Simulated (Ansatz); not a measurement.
**CH₂BFS: a ladder of functionals and wavefunction methods**

An exercise on one series of results from a longer session: the logs are not shown, and one member is left open.

Computed with Ansatz 0.2.0, Gaussian basis. Level: functionals in def2-TZVPP, the program's frozen cores in correlated methods.

Plan: LDA (SPW92), PBE-D4, revPBE-D4, BLYP-D4, r2SCAN-D4, B97M-V, PBE0-D4, B3LYP-D4, r2SCANh-D4, r2SCAN0-D4, HSE06-D4, BHLYP-D4, CAM-B3LYP-D4, LC-ωPBE, ωB97X-V, ωB97M-V, B2PLYP, PBE-QIDH; CCSD(T)/def2-SVP; CCSD(T)/def2-TZVPP; MP2/def2-QZVPP; extrapolation to the limit; RPA on PBE.

**Structure used throughout**

An earlier PBE0-D4 in a triple-zeta def2 set relaxation fixed the geometry.

SMILES `FC1BS1`, 6 atoms, charge 0, spin multiplicity 1.

Atoms are counted from 1 here; the program's logs count them from 0.

Bond lengths: F1–C2 1.363 Å, C2–B3 1.532 Å, C2–S4 1.844 Å, C2–H5 1.086 Å, B3–S4 1.739 Å, B3–H6 1.181 Å. Angles: F1–C2–B3 119.7°, F1–C2–S4 115.5°, F1–C2–H5 110.1°, B3–C2–S4 61.2°, B3–C2–H5 126.3°, S4–C2–H5 114.0°, C2–B3–S4 68.3°, C2–B3–H6 149.0°, S4–B3–H6 142.6°, C2–S4–B3 50.5°.

Set-up of the first run:

Contents of in.yaml:

```yaml
crystal:
  periodic: [false, false, false]
  atoms:
    - {symbol: F, position_ang: [0.493532, -0.613955, -1.552884]}
    - {symbol: C, position_ang: [-0.040960, 0.189046, -0.590288]}
    - {symbol: B, position_ang: [0.249822, -0.099787, 0.886234]}
    - {symbol: S, position_ang: [-1.361165, -0.580008, 0.442493]}
    - {symbol: H, position_ang: [-0.316209, 1.149032, -1.015732]}
    - {symbol: H, position_ang: [1.016979, -0.108328, 1.784078]}
basis:
  gaussian: {orbitals: def2-TZVPP}
hamiltonian: {xc: lda}
output: {orbitals: {seedname: orbitals}}
```

Started as:

```bash
$ ansatz run in.yaml --threads 2 --pin off --events-out ev --progress --plain --max-ram 4352MiB
```

Steps of the session up to this table: LDA; PBE-D4 (GGA); revPBE-D4 (GGA); BLYP-D4 (GGA); r2SCAN-D4 (meta-GGA); B97M-V (meta-GGA); PBE0-D4 (hybrid); B3LYP-D4 (hybrid); r2SCANh-D4 (hybrid); r2SCAN0-D4 (hybrid); HSE06-D4 (hybrid); BHLYP-D4 (hybrid); CAM-B3LYP-D4 (range-separated); LC-ωPBE (range-separated); ωB97X-V (range-separated); ωB97M-V (range-separated); B2PLYP (double hybrid); PBE-QIDH (double hybrid).

One table of the session follows, with a row left open; its other results are not shown here.

It belongs to the step «Orbital energies across the functionals». 

| functional | HOMO (eV) | LUMO (eV) | gap (eV) |
| --- | --- | --- | --- |
| LDA (SPW92) | -7.06 | -2.93 | 4.13 |
| PBE-D4 | -6.90 | -2.68 | 4.23 |
| revPBE-D4 | -6.84 | -2.58 | 4.27 |
| BLYP-D4 | -6.79 | -2.51 | 4.28 |
| r2SCAN-D4 | -7.18 | -2.41 | 4.78 |
| B97M-V | -7.27 | -2.37 | 4.90 |
| PBE0-D4 | -8.27 | -1.74 | 6.53 |
| B3LYP-D4 | -8.04 | -1.93 | 6.11 |
| r2SCANh-D4 | -7.69 | -2.07 | 5.62 |
| r2SCAN0-D4 | -8.45 | -1.58 | 6.87 |
| HSE06-D4 | -7.87 | -2.12 | 5.75 |
| BHLYP-D4 | -9.48 | -0.69 | 8.79 |
| CAM-B3LYP-D4 | -9.63 | -0.61 | 9.03 |
| LC-ωPBE | -10.96 | 0.53 | 11.49 |
| ωB97X-V | ? | ? | ? |
| ωB97M-V | -10.46 | 0.31 | 10.77 |

Q: Estimate the row for ωB97X-V from the others.

As computed: HOMO (eV): -10.60; LUMO (eV): 0.48; gap (eV): 11.08. In the column «HOMO (eV)» it lies between LC-ωPBE (-10.96) and ωB97M-V (-10.46).
